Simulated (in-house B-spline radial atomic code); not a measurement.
**Ca³⁺: ionisation energy by several methods**

Wanted: one ionisation energy, Ca³⁺ to configuration [Ne] 3s2 3p4, up the ladder of functionals.

Program: in-house B-spline radial atomic code version 1. Level of theory: scalar-relativistic (X2C), several functionals, spin-polarised; spherical all-electron atom at the radial basis limit. These are calculated values, not measurements, unless marked.

## 1. Starting point

* element: calcium (Z = 20)
* charge: +3
* electrons: 17
* configuration: [Ne] 3s2 3p5
* nucleus: Fermi, rms radius 3.478 fm

Outer shells as boxes (Hund's rule):

[Ne] 3s2 3p5
```
[Ne] core
3s [↑↓]
3p [↑↓][↑↓][↑ ]
```

Where spins are not typed, each open shell is filled with up spins first.

## 2. LDA (PW92)

Settings, as recorded:

```ini
Z = 20
electrons = 17.0
configuration = [Ne] 3s2 3p5
hamiltonian = x2c
method = lda,pw
spin_polarised = True
nucleus = fermi
rms_radius = 3.4776
mass_number = 40
atomic_mass = 39.96259085
speed_of_light = 137.035999084
```

## 3. revTPSS, a meta-GGA

Changes to the settings of step 2:

```diff
@@ -4,3 +4,3 @@
 hamiltonian = x2c
-method = lda,pw
+method = revtpss,revtpss
 spin_polarised = True
```

## 4. SCAN, a meta-GGA

Changes to the settings of step 3:

```diff
@@ -4,3 +4,3 @@
 hamiltonian = x2c
-method = revtpss,revtpss
+method = scan,scan
 spin_polarised = True
```

## 5. OLYP, a GGA

Changes to the settings of step 4:

```diff
@@ -4,3 +4,3 @@
 hamiltonian = x2c
-method = scan,scan
+method = optx,lyp
 spin_polarised = True
```

## 6. PBEsol, a GGA

Changes to the settings of step 5:

```diff
@@ -4,3 +4,3 @@
 hamiltonian = x2c
-method = optx,lyp
+method = pbesol
 spin_polarised = True
```

## 7. TPSS, a meta-GGA

Changes to the settings of step 6:

```diff
@@ -4,3 +4,3 @@
 hamiltonian = x2c
-method = pbesol
+method = tpss,tpss
 spin_polarised = True
```

## 8. r2SCAN, a meta-GGA

Changes to the settings of step 7:

```diff
@@ -4,3 +4,3 @@
 hamiltonian = x2c
-method = tpss,tpss
+method = r2scan
 spin_polarised = True
```

## 9. PW91, a GGA

Changes to the settings of step 8:

```diff
@@ -4,3 +4,3 @@
 hamiltonian = x2c
-method = r2scan
+method = pw91,pw91
 spin_polarised = True
```

Before running: The tabulated ionisation energy is 67.2732 ± 0.0021 eV (semi-empirical; NIST Atomic Spectra Database). What does each method give, and which comes nearest?

The runs gave:

| method | rung | total energy (hartree) | ΔSCF (eV) | −ε highest (eV) | ΔSCF less tabulated (eV) |
| --- | --- | --- | --- | --- | --- |
| LDA (PW92) | LDA | -676.0500 | 67.370 | 59.040 (3p down) | +0.097 |
| OLYP | GGA | -677.9980 | 67.218 | 59.004 (3p down) | -0.055 |
| PBEsol | GGA | -676.8563 | 67.130 | 58.854 (3p down) | -0.143 |
| PW91 | GGA | -677.9305 | 67.303 | 59.020 (3p down) | +0.029 |
| revTPSS | meta-GGA | -677.7204 | 67.203 | 59.004 (3p down) | -0.070 |
| SCAN | meta-GGA | -677.9710 | 67.381 | 59.336 (3p down) | +0.108 |
| TPSS | meta-GGA | -677.9488 | 67.275 | 59.066 (3p down) | +0.002 |
| r2SCAN | meta-GGA | -677.8790 | 67.332 | 59.291 (3p down) | +0.059 |

What this shows: The tabulated ionisation energy is 67.2732 ± 0.0021 eV (semi-empirical; NIST Atomic Spectra Database). TPSS comes nearest (+0.002 eV) and PBEsol is farthest (-0.143 eV, 0.21 %). Mean absolute error by rung (exchange-only levels left out): LDA 0.10 eV, GGA 0.08 eV, meta-GGA 0.06 eV. Relativistic terms that these runs lack can be as large as the gaps between close methods, so the nearest may be so by luck. Open shells are averaged (over orientations, and over spins where the run is restricted), while tables refer to the lowest levels. For the semilocal functionals minus the highest level recovers only 88 % of their own ΔSCF value, a mark of self-interaction.
